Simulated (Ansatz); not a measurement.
**C₂H₇ClFHfNS: how energies converge with the basis set**

One table from this session's results is given with a row withheld; the runs are named, their logs left out.

Program: Ansatz 0.2.0, Gaussian basis. Level of theory: one geometry, several basis sets. These are calculated values, not measurements.

Plan: PBE0-D4/def2-SVP; ωB97M-V/def2-SVP; PBE0-D4/def2-QZVPP; ωB97M-V/def2-QZVPP; the functionals' def2-TZVPP values are taken from earlier runs.

### The relaxed structure

All runs share one geometry, relaxed beforehand with PBE0-D4 in a triple-zeta def2 set. Hf takes the def2 core potential; no spin-orbit term is included.

SMILES `C[N](C)[Hf]([F])([SH])[Cl]`, 14 atoms, charge 0, spin multiplicity 1.

Atoms are counted from 1 here; the program's logs count them from 0.

Bond lengths: C1–N2 1.444 Å, C1–H8 1.098 Å, C1–H9 1.098 Å, C1–H10 1.092 Å, N2–C3 1.448 Å, N2–Hf4 1.991 Å, C3–H11 1.098 Å, C3–H12 1.097 Å, C3–H13 1.097 Å, Hf4–F5 1.900 Å, Hf4–S6 2.457 Å, Hf4–Cl7 2.362 Å, S6–H14 1.345 Å. Angles: N2–C1–H8 111.1°, N2–C1–H9 111.2°, N2–C1–H10 110.7°, H8–C1–H9 107.7°, H8–C1–H10 108.0°, H9–C1–H10 108.0°, C1–N2–C3 113.7°, C1–N2–Hf4 129.7°, C3–N2–Hf4 116.6°, N2–C3–H11 111.2°, N2–C3–H12 111.5°, N2–C3–H13 111.1°, H11–C3–H12 108.3°, H11–C3–H13 107.3°, H12–C3–H13 107.2°, N2–Hf4–F5 107.6°, N2–Hf4–S6 105.5°, N2–Hf4–Cl7 109.4° and more.

Set-up of the first run:

File in.yaml:

```yaml
crystal:
  periodic: [false, false, false]
  atoms:
    - {symbol: C, position_ang: [0.201428, 0.806288, 1.556380]}
    - {symbol: N, position_ang: [0.205247, 0.103661, 0.295350]}
    - {symbol: C, position_ang: [0.535048, -1.301367, 0.412923]}
    - {symbol: Hf, position_ang: [-0.127695, 0.790236, -1.544138]}
    - {symbol: F, position_ang: [-0.308409, 2.678431, -1.427486]}
    - {symbol: S, position_ang: [-2.228407, -0.257691, -2.267679]}
    - {symbol: Cl, position_ang: [1.646230, 0.133878, -2.958504]}
    - {symbol: H, position_ang: [-0.537759, 0.377418, 2.245283]}
    - {symbol: H, position_ang: [1.183278, 0.751781, 2.043974]}
    - {symbol: H, position_ang: [-0.045185, 1.860051, 1.410540]}
    - {symbol: H, position_ang: [-0.193476, -1.829820, 1.041607]}
    - {symbol: H, position_ang: [1.532694, -1.444716, 0.846435]}
    - {symbol: H, position_ang: [0.534728, -1.790784, -0.568711]}
    - {symbol: H, position_ang: [-2.397723, -0.877374, -1.085984]}
basis:
  gaussian: {orbitals: def2-SVP}
hamiltonian: {xc: pbe0, dispersion: d4}
output: {orbitals: {seedname: orbitals}}
```

Launch:

```
> ansatz run in.yaml --threads 2 --pin off --events-out ev --progress --plain --max-ram 22528MiB --backend cpu
```

Steps of the session up to this table: PBE0-D4 in def2-SVP; ωB97M-V in def2-SVP; PBE0-D4 in def2-QZVPP; ωB97M-V in def2-QZVPP.

One of the session's tables, all rows but one given; the rest of the session is left out.

It belongs to the step «Density functionals: the series». 

```
functional       basis  HOMO (eV)
   PBE0-D4    def2-SVP      -7.35
   PBE0-D4  def2-TZVPP      -7.32
   PBE0-D4  def2-QZVPP      -7.34
   ωB97M-V    def2-SVP      -9.57
   ωB97M-V  def2-TZVPP      -9.56
   ωB97M-V  def2-QZVPP          ?
```

Estimate the missing values for ωB97M-V, def2-QZVPP.

**Answer.** HOMO (eV): -9.58. In the column «HOMO (eV)» it is the lowest.
